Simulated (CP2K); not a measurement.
# TaN (Fm-3m) in CP2K: a series of runs

The runs below take TaN through band structure, with PBE.

Everything below comes from runs of CP2K 2026.2. Logs are shortened: lines on timing, memory, paths and dates and some standing lists are left out, and cuts for length are marked.

## (1) Starting point

It takes space group Fm-3m (No. 225, cubic). The conventional cell has a = 4.358 Å, b = 4.358 Å, c = 4.358 Å, α = 90.00°, β = 90.00°, γ = 90.00°. Ta (site symmetry m-3m) has 6 N at 2.18 Å as nearest neighbours. N (site symmetry m-3m) is surrounded by 6 Ta at 2.18 Å.

## (2) Band structure, PBE

Input file tan_bands.inp:

```
&GLOBAL
  PROJECT tan_bands
  RUN_TYPE ENERGY_FORCE
  PRINT_LEVEL LOW
&END GLOBAL
&FORCE_EVAL
  METHOD QS
  STRESS_TENSOR ANALYTICAL
  &DFT
    BASIS_SET_FILE_NAME BASIS_MOLOPT
    POTENTIAL_FILE_NAME GTH_POTENTIALS
    &MGRID
      CUTOFF 500
      REL_CUTOFF 60
      NGRIDS 5
    &END MGRID
    &QS
      METHOD GPW
      EPS_DEFAULT 1.0E-9
    &END QS
    &KPOINTS
      SCHEME MONKHORST-PACK 10 10 10
      GAMMA_CENTERED T
      SYMMETRY T
      SYMMETRY_BACKEND SPGLIB
    &END KPOINTS
    &SCF
      SCF_GUESS ATOMIC
      EPS_SCF 1.0E-6
      MAX_SCF 100
      ADDED_MOS 5
      CHOLESKY OFF
      EPS_EIGVAL 1.0E-7
      &DIAGONALIZATION ON
        ALGORITHM STANDARD
      &END DIAGONALIZATION
      &MIXING ON
        METHOD BROYDEN_MIXING
        ALPHA 0.4
        BETA 1.5
        NBUFFER 8
      &END MIXING
      &SMEAR ON
        METHOD FERMI_DIRAC
        ELECTRONIC_TEMPERATURE 580.23
      &END SMEAR
    &END SCF
    &XC
      &XC_FUNCTIONAL PBE
      &END XC_FUNCTIONAL
    &END XC
    &PRINT
      &KPOINTS ON
      &END KPOINTS
      &MULLIKEN ON
      &END MULLIKEN
      &MO ON
        ENERGIES T
        OCCUPATION_NUMBERS T
        &EACH
          QS_SCF 0
        &END EACH
        ADD_LAST NUMERIC
      &END MO
      &LOWDIN ON
      &END LOWDIN
      &HIRSHFELD ON
        SHAPE_FUNCTION DENSITY
      &END HIRSHFELD
      &BAND_STRUCTURE
        FILE_NAME bands.bs
        ADDED_MOS 6
        &KPOINT_SET
          UNITS B_VECTOR
          NPOINTS 10
          SPECIAL_POINT GAMMA 0.00000000 0.00000000 0.00000000
          SPECIAL_POINT X 0.50000000 0.00000000 0.50000000
          SPECIAL_POINT W 0.50000000 0.25000000 0.75000000
          SPECIAL_POINT K 0.37500000 0.37500000 0.75000000
          SPECIAL_POINT GAMMA 0.00000000 0.00000000 0.00000000
          SPECIAL_POINT L 0.50000000 0.50000000 0.50000000
          SPECIAL_POINT U 0.62500000 0.25000000 0.62500000
          SPECIAL_POINT W 0.50000000 0.25000000 0.75000000
          SPECIAL_POINT L 0.50000000 0.50000000 0.50000000
          SPECIAL_POINT K 0.37500000 0.37500000 0.75000000
        &END KPOINT_SET
        &KPOINT_SET
          UNITS B_VECTOR
          NPOINTS 10
          SPECIAL_POINT U 0.62500000 0.25000000 0.62500000
          SPECIAL_POINT X 0.50000000 0.00000000 0.50000000
        &END KPOINT_SET
      &END BAND_STRUCTURE
    &END PRINT
  &END DFT
  &SUBSYS
    &CELL
      A 3.0815732050 0.0000000000 0.0000000000
      B 1.5407866025 2.6687206792 0.0000000000
      C 1.5407866025 0.8895735597 2.5160939858
      PERIODIC XYZ
    &END CELL
    &COORD
      SCALED
      Ta  0.5000000000 0.5000000000 0.5000000000
      N   0.0000000000 0.0000000000 0.0000000000
    &END COORD
    &KIND Ta
      BASIS_SET SZV-MOLOPT-SR-GTH-q13
      POTENTIAL GTH-PBE-q13
    &END KIND
    &KIND N
      BASIS_SET SZV-MOLOPT-SR-GTH-q5
      POTENTIAL GTH-PBE-q5
    &END KIND
    &PRINT
      &ATOMIC_COORDINATES ON
      &END ATOMIC_COORDINATES
      &CELL ON
      &END CELL
    &END PRINT
  &END SUBSYS
  &PRINT
    &FORCES ON
    &END FORCES
    &STRESS_TENSOR ON
    &END STRESS_TENSOR
  &END PRINT
&END FORCE_EVAL
```

Potentials or basis: GTH_POTENTIALS Ta GTH-PBE-q13, N GTH-PBE-q5; SZV-MOLOPT-SR-GTH basis.

On the command line:

```sh
> OMP_NUM_THREADS=1 cp2k.psmp -i tan_bands.inp -o tan_bands.out
```

tan_bands.out:

```text

 CP2K| version string:                                       CP2K version 2026.2
 CP2K| Input file name                                             tan_bands.inp

 GLOBAL| Force Environment number                                              1
 GLOBAL| Basis set file name                                        BASIS_MOLOPT
 GLOBAL| Potential file name                                      GTH_POTENTIALS
 GLOBAL| MM Potential file name                                     MM_POTENTIAL
 GLOBAL| Coordinate file name                                      __STD_INPUT__
 GLOBAL| Method name                                                        CP2K
 GLOBAL| Project name                                                  tan_bands
 GLOBAL| Run type                                                   ENERGY_FORCE
 GLOBAL| FFT library                                                       FFTW3
[... 8 lines left out ...]
 GLOBAL| CPU model name                                                  UNKNOWN

 CELL| Volume [angstrom^3]:                                            20.692000
 CELL| Vector a [angstrom]:       3.082     0.000     0.000   |a| =     3.081573
 CELL| Vector b [angstrom]:       1.541     2.669     0.000   |b| =     3.081573
 CELL| Vector c [angstrom]:       1.541     0.890     2.516   |c| =     3.081573
 CELL| Angle (b,c), alpha [degree]:                                    60.000000
 CELL| Angle (a,c), beta  [degree]:                                    60.000000
 CELL| Angle (a,b), gamma [degree]:                                    60.000000
 CELL| Numerically orthorhombic:                                              NO
 CELL| Periodicity                                                           XYZ

 CELL_REF| Volume [angstrom^3]:                                        20.692000
 CELL_REF| Vector a [angstrom     3.082     0.000     0.000   |a| =     3.081573
 CELL_REF| Vector b [angstrom     1.541     2.669     0.000   |b| =     3.081573
 CELL_REF| Vector c [angstrom     1.541     0.890     2.516   |c| =     3.081573
 CELL_REF| Angle (b,c), alpha [degree]:                                60.000000
 CELL_REF| Angle (a,c), beta  [degree]:                                60.000000
 CELL_REF| Angle (a,b), gamma [degree]:                                60.000000
 CELL_REF| Numerically orthorhombic:                                          NO
 CELL_REF| Periodicity                                                       XYZ
[... 12 lines left out ...]
                             - Atoms:                                          2
                             - Shell sets:                                     2
                             - Shells:                                         6
                             - Primitive Cartesian functions:                 11
                             - Cartesian basis functions:                     15
                             - Spherical basis functions:                     14

  Maximum angular momentum of- Orbital basis functions:                        2
                             - Local part of the GTH pseudopotential:          2
                             - Non-local part of the GTH pseudopotential:      4

 MODULE QUICKSTEP: ATOMIC COORDINATES IN ANGSTROM

   Atom Kind Element         X             Y             Z       Z(eff)     Mass
[... 407 lines left out ...]
 MO|     13               0.896934              24.406828               0.000000
 MO|     14               1.010039              27.484547               0.000000
 MO| Sum:                                                              18.000000
 MO| E(Fermi):            0.671905 a.u.         18.283477 eV
 MO| Band gap:            0.210212 a.u.          5.720163 eV

 [... the levels of further k-points ...]

 !-----------------------------------------------------------------------------!
                     Mulliken Population Analysis

 #  Atom  Element  Kind  Atomic population                           Net charge
       1     Ta       1         12.393495                              0.606505
       2     N        2          5.606505                             -0.606505
 # Total charge                             18.000000                  0.000000

 !-----------------------------------------------------------------------------!

 !-----------------------------------------------------------------------------!
                           Hirshfeld Charges

  #Atom  Element  Kind  Ref Charge     Population                    Net charge
      1       Ta     1      13.000         12.695                         0.305
      2       N      2       5.000          5.305                        -0.305

  Total Charge                                                            0.000
 !-----------------------------------------------------------------------------!

 LOWDIN POPULATION ANALYSIS

 #  Atom  Element  Kind  Atomic population                           Net charge
       1     Ta       1         12.539234                              0.460766
       2     N        2          5.460766                             -0.460766
 # Total charge                             18.000000                  0.000000

 KPOINTS| Band Structure Calculation
 KPOINTS| Number of k-point sets                                               2
 KPOINTS| Number of added MOs/bands                                            6
 KPOINTS| Number of k-points in set    1                                      91
 KPOINTS| In units of b-vector [2pi/Bohr]
 KPOINTS| Special point     1       GAMMA     0.000000     0.000000     0.000000
 KPOINTS| Special point     2           X     0.500000     0.000000     0.500000
 KPOINTS| Special point     3           W     0.500000     0.250000     0.750000
 KPOINTS| Special point     4           K     0.375000     0.375000     0.750000
 KPOINTS| Special point     5       GAMMA     0.000000     0.000000     0.000000
 KPOINTS| Special point     6           L     0.500000     0.500000     0.500000
 KPOINTS| Special point     7           U     0.625000     0.250000     0.625000
 KPOINTS| Special point     8           W     0.500000     0.250000     0.750000
 KPOINTS| Special point     9           L     0.500000     0.500000     0.500000
 KPOINTS| Special point    10           K     0.375000     0.375000     0.750000
 KPOINTS| Number of k-points in set    2                                      11
 KPOINTS| In units of b-vector [2pi/Bohr]
 KPOINTS| Special point     1           U     0.625000     0.250000     0.625000
 KPOINTS| Special point     2           X     0.500000     0.000000     0.500000

 ENERGY| Total FORCE_EVAL ( QS ) energy [hartree]            -68.123961100647008

 FORCES| Atomic forces [hartree/bohr]
 FORCES|   Atom     x               y               z               |f|
 FORCES|      1 -9.17639911E-15 -1.72040348E-13 -1.60554310E-13   2.35498990E-13
 FORCES|      2  2.01569532E-15  2.57556412E-17  4.18353770E-15   4.64388616E-15
 FORCES| Sum    -7.16070379E-15 -1.72014593E-13 -1.56370772E-13
 FORCES| Total atomic force                                       2.32577115E-13

 STRESS| Analytical stress tensor [bar]
 STRESS|                        x                   y                   z
 STRESS|      x        1.03712190277E+05   7.94920527209E-01  -1.87041758086E+00
 STRESS|      y        7.94920527209E-01   1.03739183848E+05  -1.17796132232E+01
 STRESS|      z       -1.87041758086E+00  -1.17796132232E+01   1.03737444527E+05
 STRESS| 1/3 Trace                                             1.03729606217E+05
 STRESS| Determinant                                           1.11611301547E+15

 STRESS| Eigenvectors and eigenvalues of the analytical stress tensor [bar]
 STRESS|                        1                   2                   3
 STRESS| Eigenvalues   1.03712052256E+05   1.03726549939E+05   1.03750216457E+05
 STRESS|      x           0.997177398213     -0.057084078393      0.048771349034
 STRESS|      y           0.003349385458      0.682752818412      0.730641752549
 STRESS|      z           0.075006787090      0.728416087785     -0.681016875669
```

Run time: 15 s. Hardware: 1 thread of Arm Neoverse V2, shared host; peak memory 0.21 GiB.

What came out:

```yaml
Free_energy: -1853.7473 eV
Pressure: 10.4 GPa
Band_gap_on_the_k_mesh: none (metal or under the smearing width)
Mulliken_charges: Ta +0.61; N -0.61 e
Hirshfeld_charges: Ta +0.30; N -0.30 e
```

Levels at the corners of the path, in eV from the Fermi level:
| point | band 7 | band 8 | band 9 | band 10 | band 11 | band 12 |
| --- | --- | --- | --- | --- | --- | --- |
| Γ | -3.44 | -3.44 | -2.74 | -2.74 | -2.74 | -0.27 |
| X | -5.73 | -4.08 | -4.08 | 1.98 | 3.24 | 3.24 |
| W | -6.93 | -6.93 | -0.05 | -0.05 | 3.25 | 5.03 |
| K | -6.63 | -6.48 | -2.37 | 2.28 | 2.44 | 5.53 |
| Γ | -3.44 | -3.44 | -2.74 | -2.74 | -2.74 | -0.27 |
| L | -8.34 | -8.34 | 1.51 | 1.51 | 1.91 | 8.13 |
| U | -6.63 | -6.48 | -2.37 | 2.28 | 2.44 | 5.53 |
| W | -6.93 | -6.93 | -0.05 | -0.05 | 3.25 | 5.03 |
| L | -8.34 | -8.34 | 1.51 | 1.51 | 1.91 | 8.13 |
| K | -6.63 | -6.48 | -2.37 | 2.28 | 2.44 | 5.53 |
| U | -6.63 | -6.48 | -2.37 | 2.28 | 2.44 | 5.53 |
| X | -5.73 | -4.08 | -4.08 | 1.98 | 3.24 | 3.24 |

Caveat: a minimal basis gives rough bond lengths, pressures and levels; Mulliken charges move with the basis; spin-orbit coupling is left out, which moves the levels of the heavy elements; the basis of atomic orbitals isn't converged, which shifts pressures, moduli and gaps.

## (3) Band structure, PBE

Edit tan_bands.inp of step 2 so:

```diff
@@ -30,3 +30,3 @@
       MAX_SCF 100
-      ADDED_MOS 5
+      ADDED_MOS 13
       CHOLESKY OFF
@@ -108,3 +108,3 @@
     &KIND Ta
-      BASIS_SET SZV-MOLOPT-SR-GTH-q13
+      BASIS_SET DZVP-MOLOPT-SR-GTH-q13
       POTENTIAL GTH-PBE-q13
@@ -112,3 +112,3 @@
     &KIND N
-      BASIS_SET SZV-MOLOPT-SR-GTH-q5
+      BASIS_SET DZVP-MOLOPT-SR-GTH-q5
       POTENTIAL GTH-PBE-q5
```

Potentials or basis: GTH_POTENTIALS Ta GTH-PBE-q13, N GTH-PBE-q5; DZVP-MOLOPT-SR-GTH basis.

On the command line:

```sh
> OMP_NUM_THREADS=1 cp2k.psmp -i tan_bands.inp -o tan_bands.out
```

Run time: 61 s. Hardware: 1 thread of Arm Neoverse V2, shared host; peak memory 0.29 GiB.

The run converged. Its results:

- Free energy: -1857.2989 eV
- Pressure: 8.2 GPa
- Band gap on the k mesh: none (metal or under the smearing width)
- Mulliken charges: Ta +0.50; N -0.50 e
- Hirshfeld charges: Ta +0.31; N -0.31 e

Levels at the corners of the path, in eV from the Fermi level:
```tsv
point	band 5	band 6	band 7	band 8	band 9	band 10	band 11	band 12	band 13	band 14
Γ	-19.07	-4.05	-4.05	-4.05	-2.18	-2.18	-2.18	0.08	0.08	1.92
X	-17.82	-6.74	-5.68	-4.80	-4.80	2.22	3.71	3.71	4.88	7.41
W	-17.13	-7.67	-6.93	-6.93	-0.24	-0.24	3.72	4.31	4.77	10.62
K	-17.19	-7.89	-6.93	-6.36	-2.34	2.57	2.67	4.85	5.23	9.17
Γ	-19.07	-4.05	-4.05	-4.05	-2.18	-2.18	-2.18	0.08	0.08	1.92
L	-15.95	-10.61	-7.79	-7.79	2.01	2.01	2.14	4.28	7.86	7.86
U	-17.19	-7.89	-6.93	-6.36	-2.34	2.57	2.67	4.85	5.23	9.17
W	-17.13	-7.67	-6.93	-6.93	-0.24	-0.24	3.72	4.31	4.77	10.62
L	-15.95	-10.61	-7.79	-7.79	2.01	2.01	2.14	4.28	7.86	7.86
K	-17.19	-7.89	-6.93	-6.36	-2.34	2.57	2.67	4.85	5.23	9.17
U	-17.19	-7.89	-6.93	-6.36	-2.34	2.57	2.67	4.85	5.23	9.17
X	-17.82	-6.74	-5.68	-4.80	-4.80	2.22	3.71	3.71	4.88	7.41
```

Caveat: Mulliken charges move with the basis; spin-orbit coupling is left out, which moves the levels of the heavy elements; the basis of atomic orbitals isn't converged, which shifts pressures, moduli and gaps.

## (4) Band structure, PBE

Edit tan_bands.inp of step 3 so:

```diff
@@ -9,4 +9,4 @@
   &DFT
-    BASIS_SET_FILE_NAME BASIS_MOLOPT
-    POTENTIAL_FILE_NAME GTH_POTENTIALS
+    BASIS_SET_FILE_NAME BASIS_MOLOPT_UZH
+    POTENTIAL_FILE_NAME POTENTIAL_UZH
     &MGRID
@@ -108,3 +108,3 @@
     &KIND Ta
-      BASIS_SET DZVP-MOLOPT-SR-GTH-q13
+      BASIS_SET DZVP-MOLOPT-PBE-GTH-q13
       POTENTIAL GTH-PBE-q13
@@ -112,3 +112,3 @@
     &KIND N
-      BASIS_SET DZVP-MOLOPT-SR-GTH-q5
+      BASIS_SET DZVP-MOLOPT-PBE-GTH-q5
       POTENTIAL GTH-PBE-q5
```

Potentials or basis: POTENTIAL_UZH Ta GTH-PBE-q13, N GTH-PBE-q5; DZVP-MOLOPT-PBE-GTH basis.

On the command line:

```sh
> OMP_NUM_THREADS=1 cp2k.psmp -i tan_bands.inp -o tan_bands.out
```

Run time: 61 s. Hardware: 1 thread of Arm Neoverse V2, shared host; peak memory 0.28 GiB.

It converged, with:

```yaml
Free_energy: -1855.7483 eV
Pressure: 8.6 GPa
Band_gap_on_the_k_mesh: none (metal or under the smearing width)
Mulliken_charges: Ta +0.51; N -0.51 e
Hirshfeld_charges: Ta +0.30; N -0.30 e
```

Levels at the corners of the path, in eV from the Fermi level:
| point | band 7 | band 8 | band 9 | band 10 | band 11 | band 12 |
| --- | --- | --- | --- | --- | --- | --- |
| Γ | -4.02 | -4.02 | -2.16 | -2.16 | -2.16 | 0.11 |
| X | -5.65 | -4.77 | -4.77 | 2.25 | 3.74 | 3.74 |
| W | -6.89 | -6.89 | -0.23 | -0.23 | 3.76 | 4.34 |
| K | -6.89 | -6.33 | -2.34 | 2.56 | 2.68 | 4.88 |
| Γ | -4.02 | -4.02 | -2.16 | -2.16 | -2.16 | 0.11 |
| L | -7.76 | -7.76 | 2.03 | 2.03 | 2.13 | 4.27 |
| U | -6.89 | -6.33 | -2.34 | 2.56 | 2.68 | 4.88 |
| W | -6.89 | -6.89 | -0.23 | -0.23 | 3.76 | 4.34 |
| L | -7.76 | -7.76 | 2.03 | 2.03 | 2.13 | 4.27 |
| K | -6.89 | -6.33 | -2.34 | 2.56 | 2.68 | 4.88 |
| U | -6.89 | -6.33 | -2.34 | 2.56 | 2.68 | 4.88 |
| X | -5.65 | -4.77 | -4.77 | 2.25 | 3.74 | 3.74 |

Caveat: Mulliken charges move with the basis; spin-orbit coupling is left out, which moves the levels of the heavy elements; the basis of atomic orbitals isn't converged, which shifts pressures, moduli and gaps.

## (5) Summary

```csv
potentials or basis,ADDED_MOS,gap on the mesh (eV),pressure (GPa)
"GTH_POTENTIALS Ta GTH-PBE-q13, N GTH-PBE-q5; SZV-MOLOPT-SR-GTH basis",[5],none,10.4
"GTH_POTENTIALS Ta GTH-PBE-q13, N GTH-PBE-q5; DZVP-MOLOPT-SR-GTH basis",[13],none,8.2
"POTENTIAL_UZH Ta GTH-PBE-q13, N GTH-PBE-q5; DZVP-MOLOPT-PBE-GTH basis",[13],none,8.6
```

Alike in all rows: task band structure; level PBE; no spin polarisation; cell as given; k mesh 10 × 10 × 10; smearing fermi-dirac 0.05 eV.

Caveats: spin-orbit coupling is left out, which moves the levels of the heavy elements; the basis of atomic orbitals isn't converged, which shifts pressures, moduli and gaps; a minimal basis gives rough bond lengths, pressures and levels (some runs).

Total energies depend on the potentials used, so only differences within one code and one set of settings carry meaning.
